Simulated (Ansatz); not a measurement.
# C3H9FNO2Ta: small, medium and large basis sets

Aim: see how fast density functionals converge with the basis set for C3H9FNO2Ta.

Computed with Ansatz 0.2.0, Gaussian basis. Level: one geometry, several basis sets.

Plan: PBE0-D4/def2-SVP; ωB97M-V/def2-SVP; PBE0-D4/def2-QZVPP; ωB97M-V/def2-QZVPP; the functionals' def2-TZVPP values are taken from earlier runs.

5 further runs of the same task are left out: 5 that didn't finish.

### Step 1. Structure used throughout

The geometry comes from an earlier relaxation with PBE0-D4 in a triple-zeta def2 set; it is a stationary point, not always the lowest conformer. Ta takes the def2 core potential; no spin-orbit term is included.

SMILES `C[O][Ta](=[O])([F])[N](C)C`, 17 atoms, charge 0, spin multiplicity 1.

Atoms are counted from 1 here; the program's logs count them from 0.

Bond lengths: C1–O2 1.401 Å, C1–H9 1.093 Å, C1–H10 1.094 Å, C1–H11 1.094 Å, O2–Ta3 1.892 Å, Ta3–O4 1.723 Å, Ta3–F5 1.901 Å, Ta3–N6 1.971 Å, N6–C7 1.447 Å, N6–C8 1.451 Å, C7–H12 1.098 Å, C7–H13 1.089 Å, C7–H14 1.098 Å, C8–H15 1.097 Å, C8–H16 1.097 Å, C8–H17 1.095 Å. Angles: O2–C1–H9 109.5°, O2–C1–H10 109.7°, O2–C1–H11 111.2°, H9–C1–H10 108.6°, H9–C1–H11 108.9°, H10–C1–H11 108.9°, C1–O2–Ta3 145.5°, O2–Ta3–O4 110.9°, O2–Ta3–F5 110.0°, O2–Ta3–N6 109.1°, O4–Ta3–F5 111.3°, O4–Ta3–N6 105.3°, F5–Ta3–N6 110.1°, Ta3–N6–C7 128.7°, Ta3–N6–C8 118.6°, C7–N6–C8 112.7°, N6–C7–H12 110.8°, N6–C7–H13 110.3° and more.

### Step 2. PBE0-D4 in def2-SVP

The input, in.yaml:

```yaml
crystal:
  periodic: [false, false, false]
  atoms:
    - {symbol: C, position_ang: [-0.752778, 3.043224, 0.402938]}
    - {symbol: O, position_ang: [-0.374673, 1.921395, -0.346379]}
    - {symbol: Ta, position_ang: [0.961601, 0.611881, -0.628304]}
    - {symbol: O, position_ang: [2.318173, 0.888711, 0.397139]}
    - {symbol: F, position_ang: [1.473069, 0.587918, -2.459045]}
    - {symbol: N, position_ang: [0.259984, -1.151747, -0.096733]}
    - {symbol: C, position_ang: [0.785447, -2.077355, 0.884008]}
    - {symbol: C, position_ang: [-0.966602, -1.623867, -0.710701]}
    - {symbol: H, position_ang: [-1.026767, 3.857604, -0.273061]}
    - {symbol: H, position_ang: [-1.619859, 2.798016, 1.022828]}
    - {symbol: H, position_ang: [0.062360, 3.378620, 1.050904]}
    - {symbol: H, position_ang: [0.054261, -2.256471, 1.683184]}
    - {symbol: H, position_ang: [1.695986, -1.679162, 1.330006]}
    - {symbol: H, position_ang: [1.017168, -3.045458, 0.421755]}
    - {symbol: H, position_ang: [-1.750087, -1.781843, 0.041352]}
    - {symbol: H, position_ang: [-0.804521, -2.570368, -1.240958]}
    - {symbol: H, position_ang: [-1.351861, -0.901599, -1.438634]}
basis:
  gaussian: {orbitals: def2-SVP}
hamiltonian: {xc: pbe0, dispersion: d4}
output: {orbitals: {seedname: orbitals}}
```

Further steps of the session: ωB97M-V in def2-SVP; PBE0-D4 in def2-QZVPP; ωB97M-V in def2-QZVPP.

Q: Predict the results of all the runs planned. Wanted: PBE0-D4: double and triple zeta above quadruple; ωB97M-V: double and triple zeta above quadruple.

As calculated:

```
                                       quantity           value
PBE0-D4: double and triple zeta above quadruple  14.68, 0.65 eV
ωB97M-V: double and triple zeta above quadruple  15.14, 0.62 eV
```

In words: For PBE0-D4 the step from double to triple zeta gains 14.03 eV and the next only 0.65 eV. Total energies overstate the basis error of differences, where much of it tends to cancel. The LUMO of ωB97M-V is positive and keeps falling with the basis (1.51 to 0.80 eV): an unbound level that the basis holds in place.
